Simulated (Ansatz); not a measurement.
**KMnF3: properties at the relaxed cell**

The task here is to estimate one member of a computed series from the others.

Computed with Ansatz 0.2.0 (DFT r2SCAN, scalar-relativistic, plane waves, PAW, unless a step's input says otherwise).

1 further run of the same task is left out (set aside as unsound or not needed). Runs told in other sessions of the task aren't counted.

**Starting point**

Symmetry: Pm-3m, No. 221, cubic system. The conventional cell has a = 4.187 Å, b = 4.187 Å, c = 4.187 Å, α = 90.00°, β = 90.00°, γ = 90.00°. K (site symmetry m-3m) has 12 F at 2.96 Å in its first shell of neighbours. Mn (site symmetry m-3m) has 6 F at 2.09 Å in its first shell of neighbours. Around F (site symmetry 4/mmm) lie 2 Mn at 2.09 Å and 4 K at 2.96 Å.

Structure file:

```
CELL_PARAMETERS angstrom
4.18745 0.00000 0.00000
0.00000 4.18745 0.00000
0.00000 0.00000 4.18745
ATOMIC_POSITIONS crystal
K 0.50000 0.50000 0.50000
Mn 0.00000 0.00000 0.00000
F 0.50000 0.00000 0.00000
F 0.00000 0.50000 0.00000
F 0.00000 0.00000 0.50000
```

It is the result of an earlier relaxation at this level (volume 14.69 Å³/atom; gap on the mesh: 2.02 eV, site moments up to 4.2 μB).

Set-up of the first run:

File input.yaml:

```yaml
crystal:
  lattice:
    - [4.1451540917, 0.0, 0.0]
    - [0.0, 4.1451540917, 0.0]
    - [0.0, 0.0, 4.1451540917]
  atoms:
    - { symbol: K, position: [0.5, 0.5, 0.5] }
    - { symbol: Mn, position: [0.0, 0.0, 0.0], spin: 4.65 }
    - { symbol: F, position: [0.5, 0.0, 0.0] }
    - { symbol: F, position: [0.0, 0.5, 0.0] }
    - { symbol: F, position: [0.0, 0.0, 0.5] }
basis:
  ecutwfc: 500
kpoints:
  mp_grid: { grid: [6, 6, 6] }
hamiltonian:
  xc: r2scan
scf:
  occupations: { method: gaussian, width: 0.02 }
output:
  forces: true
  stress: true
  eigenvalues: true
  populations: true
magnetization:
  spin_polarized: true
```

Started as:

```bash
> ansatz run input.yaml --threads 1 --pin off --max-ram 2560MiB --backend cpu --events-out ev --progress --plain --runs-dir out
```

Among the steps run: Volume × 0.97; The cell scaled to 1.03 of its volume; Volume × 0.94; Volume × 1.06; The cell scaled to 0.91 of its volume; Volume × 1.10; Volume × 0.88.

One table of the session follows, with a row left open; its other results are not shown here.

It belongs to the step «Energy against volume». 

```
volume (Å³/atom)  energy above the lowest point (meV/atom)  pressure (GPa)  gap on the mesh (eV)  largest moment (μB)
          12.923                                      59.9           12.33                  1.79                 4.12
          13.364                                      31.5            8.40                  1.85                 4.15
          13.804                                      13.1            5.10                  1.91                 4.18
          14.245                                         ?               ?                     ?                    ?
          14.685                                       0.0           -0.05                  2.02                 4.23
          15.126                                       2.9           -2.04                  2.08                 4.25
          15.566                                      10.9           -3.72                  2.13                 4.27
          16.154                                      28.1           -5.56                  2.20                 4.30
```

Q: Estimate the row for volume (Å³/atom) = 14.245 from the others.

Worked estimate for «energy above the lowest point (meV/atom)». A straight line through the neighbours (13.804, 13.1) and (14.685, 0.0) gives 13.1 + (0.0 − 13.1) × (14.245 − 13.804) / (14.685 − 13.804) = 6.5; a parabola fitted to 4 rows on both sides gives 3.0.

As computed: energy above the lowest point (meV/atom): 3.0; pressure (GPa): 2.31; gap on the mesh (eV): 1.96; largest moment (μB): 4.20. In «energy above the lowest point (meV/atom)» the line misses by +3.5 and the parabola by 0.0.

Caveats from the session: The magnetic state reached may not be the lowest one. Warnings in the runs' records: stability check not made.
